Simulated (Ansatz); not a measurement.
# C2H7BFGaS: taking an electron away

One table from this session's results is given with a row withheld; the runs are named, their logs left out.

Computed with Ansatz 0.2.0, Gaussian basis. Level: unrestricted cation, the program's frozen cores in correlated methods.

Levels to be run: UKS PBE-D4/def2-TZVPP; UKS r2SCAN-D4/def2-TZVPP; UKS PBE0-D4/def2-TZVPP; UKS B3LYP-D4/def2-TZVPP; UKS wB97X-V/def2-TZVPP; UKS wB97M-V/def2-TZVPP; UKS B2PLYP/def2-TZVPP; UHF-CCSD(T)/def2-TZVPP; UHF-MP2/def2-QZVPP; extrapolation to the limit; then −ε(HOMO) from the neutral's earlier runs with LDA (SPW92), PBE-D4, revPBE-D4, BLYP-D4, r2SCAN-D4, B97M-V, PBE0-D4, B3LYP-D4, r2SCANh-D4, r2SCAN0-D4, HSE06-D4, BHLYP-D4, CAM-B3LYP-D4, LC-ωPBE, ωB97X-V, ωB97M-V.

## Structure used throughout

The geometry comes from an earlier relaxation with PBE0-D4 in a triple-zeta def2 set; it is a stationary point, not always the lowest conformer.

SMILES `BS[C](C)(F)[GaH2]`, 13 atoms, charge 0, spin multiplicity 1.

Atoms are counted from 1 here; the program's logs count them from 0.

Bond lengths: B1–S2 1.765 Å, B1–H7 1.190 Å, B1–H8 1.191 Å, S2–C3 1.860 Å, C3–C4 1.499 Å, C3–F5 1.386 Å, C3–Ga6 2.003 Å, C4–H9 1.089 Å, C4–H10 1.093 Å, C4–H11 1.094 Å, Ga6–H12 1.565 Å, Ga6–H13 1.560 Å. Angles: S2–B1–H7 122.7°, S2–B1–H8 114.6°, H7–B1–H8 122.7°, B1–S2–C3 106.6°, S2–C3–C4 113.8°, S2–C3–F5 104.1°, S2–C3–Ga6 90.7°, C4–C3–F5 108.9°, C4–C3–Ga6 123.4°, F5–C3–Ga6 113.3°, C3–C4–H9 110.9°, C3–C4–H10 109.2°, C3–C4–H11 110.9°, H9–C4–H10 108.2°, H9–C4–H11 109.1°, H10–C4–H11 108.6°, C3–Ga6–H12 116.5°, C3–Ga6–H13 117.7° and more.

The first run:

in.yaml reads:

```yaml
crystal:
  periodic: [false, false, false]
  atoms:
    - {symbol: B, position_ang: [0.355184, -1.904360, 0.762343]}
    - {symbol: S, position_ang: [1.461392, -0.576804, 0.401329]}
    - {symbol: C, position_ang: [0.442119, 0.764298, -0.387410]}
    - {symbol: C, position_ang: [-0.346581, 0.304083, -1.576404]}
    - {symbol: F, position_ang: [1.377339, 1.697857, -0.804204]}
    - {symbol: Ga, position_ang: [-0.387961, 1.209096, 1.380291]}
    - {symbol: H, position_ang: [-0.786371, -1.898263, 0.427180]}
    - {symbol: H, position_ang: [0.845568, -2.811345, 1.358987]}
    - {symbol: H, position_ang: [-1.070027, -0.458791, -1.290665]}
    - {symbol: H, position_ang: [-0.893788, 1.152679, -1.994430]}
    - {symbol: H, position_ang: [0.312665, -0.100726, -2.350297]}
    - {symbol: H, position_ang: [-1.680331, 0.415246, 1.765183]}
    - {symbol: H, position_ang: [0.370772, 2.207020, 2.308085]}
basis:
  gaussian: {orbitals: def2-TZVPP}
total_charge: 1
magnetization: {spin_polarized: true, initial_magnetization: 1}
hamiltonian: {xc: pbe, dispersion: d4}
```

Command:

```console
> ansatz run in.yaml --threads 2 --pin off --events-out ev --progress --plain --max-ram 22528MiB --backend cuda --devices 0, --max-vram 18GiB
```

Steps of the session up to this table: Cation, UKS PBE-D4/def2-TZVPP; Cation, UKS r2SCAN-D4/def2-TZVPP; Cation, UKS PBE0-D4/def2-TZVPP; Cation, UKS B3LYP-D4/def2-TZVPP; Cation, UKS wB97X-V/def2-TZVPP; Cation, UKS wB97M-V/def2-TZVPP; Cation, UKS B2PLYP (frozen core)/def2-TZVPP; Cation, UHF-CCSD(T)/def2-TZVPP; Cation, UHF-MP2/def2-QZVPP.

One table of the session follows, with a row left open; its other results are not shown here.

For comparison, −ε(HOMO) of the neutral from earlier runs:

| functional | −ε(HOMO) (eV) |
| --- | --- |
| LDA (SPW92) | 6.34 |
| PBE-D4 | 6.17 |
| revPBE-D4 | 6.10 |
| BLYP-D4 | 6.06 |
| r2SCAN-D4 | 6.38 |
| B97M-V | 6.48 |
| PBE0-D4 | 7.31 |
| B3LYP-D4 | 7.13 |
| r2SCANh-D4 | 6.81 |
| r2SCAN0-D4 | 7.46 |
| HSE06-D4 | 6.92 |
| BHLYP-D4 | 8.37 |
| CAM-B3LYP-D4 | ? |
| LC-ωPBE | 9.85 |
| ωB97X-V | 9.54 |
| ωB97M-V | 9.43 |

Q: Estimate the row for CAM-B3LYP-D4 from the others.

As computed: −ε(HOMO) (eV): 8.60. In the column «−ε(HOMO) (eV)» it lies between BHLYP-D4 (8.37) and ωB97M-V (9.43).
